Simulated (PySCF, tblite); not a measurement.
# C6H13GeNSi: geometry, infrared bands and NMR shifts

Aim: predict the infrared bands and NMR shifts of C6H13GeNSi (`C[SiH2]C/C=[CH]\[GeH2][CH2]C#N`).

Computed with tblite 0.8.0 and PySCF 2.14.0, with density-fitted response routines of our own, on a single molecule in the gas phase. Atoms are numbered from 0 throughout.

## Step 1: The starting structure

22 atoms, charge 0, multiplicity 1; geometry from: force field or distance geometry start.

Bonds of the start (Å): C0–Si1 1.86, Si1–C2 1.89, C2–C3 1.52, C3–C4 1.34, C4–Ge5 1.92, Ge5–C6 1.95, C6–C7 1.47, C7–N8 1.15, C0–H9 1.11, C0–H10 1.12, C0–H11 1.10, Si1–H12 1.48, Si1–H13 1.46, C2–H14 1.10, C2–H15 1.12, C3–H16 1.08, C4–H17 1.09, Ge5–H18 1.56, Ge5–H19 1.54, C6–H20 1.11, C6–H21 1.10.

## Step 2: Geometry optimisation with GFN2-xTB

What the job is given:

```
{"job": {"kind": "relax", "xc": "GFN2-xTB", "basis": "xTB"}, "charge": 0, "multiplicity": 1}
C     -3.586100     0.814600     0.820100
Si    -2.971300    -0.799700     0.131200
C     -1.083700    -0.826700     0.175500
C     -0.515900     0.232600    -0.749900
C      0.803400     0.416000    -0.874200
Ge     2.131700    -0.614900     0.060100
C      3.913600     0.005100    -0.439500
C      4.077700     1.409700    -0.046500
N      4.201700     2.511300     0.254500
H     -3.229700     0.949000     1.863000
H     -4.706900     0.810700     0.818800
H     -3.232700     1.649200     0.190500
H     -3.479800    -1.903600     0.982400
H     -3.434300    -0.977200    -1.243500
H     -0.753600    -1.820500    -0.147100
H     -0.764100    -0.637700     1.227900
H     -1.180900     0.862900    -1.315900
H      1.153300     1.185800    -1.557400
H      1.939300    -0.436700     1.596000
H      1.993300    -2.109200    -0.305000
H      4.672300    -0.606100     0.089300
H      4.042400    -0.095300    -1.531500
```

On the command line:

```sh
$ OMP_NUM_THREADS=1 python probes_run.py task.json out
```

This one command runs all jobs of the session in turn.

**Question.** This job is followed by: GFN2-xTB harmonic vibrations, gas phase; GIAO PBE0/pcSseg-1 NMR shielding, non-relativistic, gas phase. What will the session give for the following? strongest single infrared mode (GFN2-xTB); zero-point energy (GFN2-xTB); ¹³C shifts against TMS (PBE0/pcSseg-1); ¹H shifts against TMS (PBE0/pcSseg-1, means over atoms taken as alike); ²⁹Si shifts against TMS (PBE0/pcSseg-1); ⁷³Ge shifts against GeMe4 (PBE0/pcSseg-1); ¹⁵N shifts against NH3 (PBE0/pcSseg-1).

As calculated:

| quantity | value |
| --- | --- |
| strongest single infrared mode (GFN2-xTB) | 1971 cm⁻¹, 468 km/mol |
| zero-point energy (GFN2-xTB) | 101.3 kcal/mol |
| ¹³C shifts against TMS (PBE0/pcSseg-1) | 157.1, 123.4, 121.8, 25.4, -1.7, -8.3 ppm |
| ¹H shifts against TMS (PBE0/pcSseg-1, means over atoms taken as alike) | 7.09, 6.08, 4.50, 4.20, 1.94, 1.67, 0.11 ppm |
| ²⁹Si shifts against TMS (PBE0/pcSseg-1) | -43.6 ppm |
| ⁷³Ge shifts against GeMe4 (PBE0/pcSseg-1) | -174 ppm |
| ¹⁵N shifts against NH3 (PBE0/pcSseg-1) | 295.7 ppm |

What this shows: Over 212 steps the energy fell by 0.405 eV; of the close pairs, Ge5–C6 changed most, 1.952 to 2.004 Å. No mode is imaginary among the 60: a minimum at this level. The strongest single mode, at 1971 cm⁻¹, moves mainly H18. Unscaled tight-binding wavenumbers are off by several per cent, some by more. Its intensities can rank the bands wrongly. At PBE0/pcSseg-1: The largest span, 505 ppm, is at N8, where the paramagnetic term is -368 ppm. Spin-orbit coupling is left out, which matters for shieldings and couplings at and beside the heavy atoms.
